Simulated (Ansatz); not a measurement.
The system is SiTe.

```
Si Te
1.0
     3.71434    0.00000    0.00000
    -1.85717    3.21671    0.00000
     0.00000    0.00000    4.97637
Si Te
1 1
Direct
  0.00000 0.00000 0.50000
  0.00000 0.00000 0.00000
```

The cell was built by a generator and needn't be a form met in nature.

```yaml
Program: Ansatz 0.2.0
Task: relaxation of cell and atoms
Functional: RPBE
Dispersion: D3(BJ)
Potentials_or_basis: Ansatz PAW
Cutoff: "420 eV (not typed: the program's choice for these potentials)"
k_mesh: 8 × 8 × 6
Occupations: fermi-dirac, width 0.05 eV
Spin: no spin polarisation
```

At the start: volume 29.73 Å³/atom.

Question: How do energy, volume and symmetry change on relaxing?

Answer: It ends after 10 steps and the volume is 21.50 Å³/atom (-27.7 %); space group P6/mmm (No. 191, to 0.05 Å).

The path:
```
step  energy change (eV)  largest force (eV/Å)  volume (Å³)
   1              0.0000                0.0000        59.46
   2             -0.5417                0.0000        53.69
   3             -1.2280                0.0000        48.61
   4             -2.0214                0.0000        44.17
   5             -2.0816                0.0000        39.88
   6             -2.3868                0.0000        43.43
   7             -2.3927                0.0000        43.14
   8             -2.3937                0.0000        43.00
   9             -2.3938                0.0000        43.00
  10             -2.3929                0.0000        43.00
```

Final structure:
```
CELL_PARAMETERS angstrom
3.05089 0.00000 0.00000
-1.52544 2.64214 0.00000
0.00000 0.00000 5.33474
ATOMIC_POSITIONS crystal
Si 0.00000 0.00000 0.50000
Te 0.00000 0.00000 0.00000
```

Caveat: the volume moved by over 15 % at a fixed basis, so the end points are rough; the plane-wave basis is chosen anew once the cell has moved, so the energies of steps on either side of that aren't comparable; the PAW data sets come from PBE, with cores solved anew for the run's functional, which leaves a small shift of forces and pressure.
